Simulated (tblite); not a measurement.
# H7NO2Si3: the cost of one run

Programs: tblite 0.8.0 and PySCF 2.14.0. All values are calculated, for the isolated system unless a continuum is named. Atoms count from 0, parts from 1.

## 1. The system as given

13 atoms, charge 0, multiplicity 1; geometry: distance geometry start.

## 2. Geometry optimisation with GFN2-xTB

What the job is given:

```
{"job": {"kind": "relax", "xc": "GFN2-xTB", "basis": "xTB"}, "charge": 0, "multiplicity": 1}
O      0.214440     0.909039    -1.108811
Si     2.007998     0.885678    -1.260584
O      1.909178    -0.766787    -0.520052
Si     0.102929    -0.710580    -0.375393
N     -0.425409    -0.655439     1.324464
Si    -0.302597    -2.184117     2.315644
H      2.626058     1.788997    -0.405235
H      2.435982     0.821165    -2.596947
H     -0.531743    -1.662672    -1.223150
H     -0.268959     0.235170     1.839510
H      0.912526    -2.156947     3.068852
H     -0.282515    -3.288616     1.434274
H     -1.401156    -2.289669     3.176360
```

Method: GFN2-xTB geometry optimisation, gas phase.

Run with:

```console
OMP_NUM_THREADS=1 python cluster_run.py task.json out
```

The driver reads the jobs from task.json and runs them one after another.

Q: Estimate the wall time of this first job on 1 thread of AMD EPYC 9R45, shared host.

About 1.6 s.
